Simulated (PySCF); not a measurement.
# CoCl₂: structure of the doublet

The task is one start of a wider search on CoCl₂: the doublet, from a linear start. It is relaxed, tested by its Hessian and followed downhill if it is a saddle.

The runs use PySCF 2.14.0; B3LYP, basis Co def2-TZVP, Cl def2-TZVP, no relativity, density fitting.

### 1 The starting structure

3 atoms, charge 0, spin multiplicity 2.

Bond lengths: Co1–Cl2 2.100 Å, Co1–Cl3 2.100 Å. Angles: Cl2–Co1–Cl3 180.0°.

Coordinates in bohr (charge 0 multiplicity 2):
```
Co    0.0000    0.0000    0.0000
Cl    0.0000    0.0000    3.9684
Cl    0.0000    0.0000   -3.9684
```

### 2 The SCF at the typed geometry

The steps below are one call of a driver around PySCF. For each, scf.py gives the equivalent set-up of the SCF; relaxations use the driver's own optimiser. After this first run the driver tries any further starts and a stability analysis.

File scf.py:

```python
from pyscf import gto, scf, dft
mol = gto.M(atom='''
Co     0.000000     0.000000     0.000000
Cl     0.000000     0.000000     2.100000
Cl     0.000000     0.000000    -2.100000''',
    basis={'Co': 'def2-TZVP', 'Cl': 'def2-TZVP'},
    charge=0, spin=1)
mf = dft.UKS(mol, xc='B3LYP')
mf.grids.atom_grid = (50, 194)
aux = {'Co': 'def2-universal-JKFIT', 'Cl': 'def2-universal-JKFIT'}
mf = mf.density_fit(auxbasis=aux)
mf.conv_tol = 1e-08
mf.diis_space = 10
mf.max_cycle = 60
mf.init_guess = 'minao'
mf.verbose = 4
mf.kernel()
```

On the command line:

```sh
OMP_NUM_THREADS=4 python axn.py task.json out
```

After this run come: Relaxation: linear start, doublet; Vibrations and properties at this point.

Q: Predict the outcome of this session. Wanted: minimum; geometry; wavenumbers; dipole moment; highest occupied, lowest empty level; polar-tensor charge of Co1; zero-point energy; atomisation energy; ⟨S²⟩.

As calculated:

| quantity | value |
| --- | --- |
| minimum | broken-symmetry (Ms = 1/2), D∞h |
| geometry | Co–Cl 2.094 Å (×2); Cl–Co–Cl 180.0° |
| wavenumbers (cm⁻¹) | 61, 84, 345, 495 |
| dipole moment | 0.00 D |
| highest occupied, lowest empty level (either spin) | -8.52, -5.65 eV |
| polar-tensor charge of Co1 | +1.00 e |
| zero-point energy | 5.9 kJ/mol |
| entropy at 298.15 K | 288.4 J/(mol K) |
| atomisation energy (no zero-point energy) | 647 kJ/mol |
| ⟨S²⟩ | 1.756 |

**Reading.** The linear start keeps its D∞h symmetry and ends in a minimum. The determinant is spin-contaminated (⟨S²⟩ = 1.76 against 0.75), so it is no pure spin state. The strongest infrared band lies at 495 cm⁻¹ (stretch). The dipole vanishes although Co1 carries +1.0 e by the polar tensor: the bond dipoles cancel. Other starts or spin states, not run here, may lie lower. The SCF density has lower symmetry than the nuclear frame. One determinant may miss the lowest occupation of an open d or f shell.
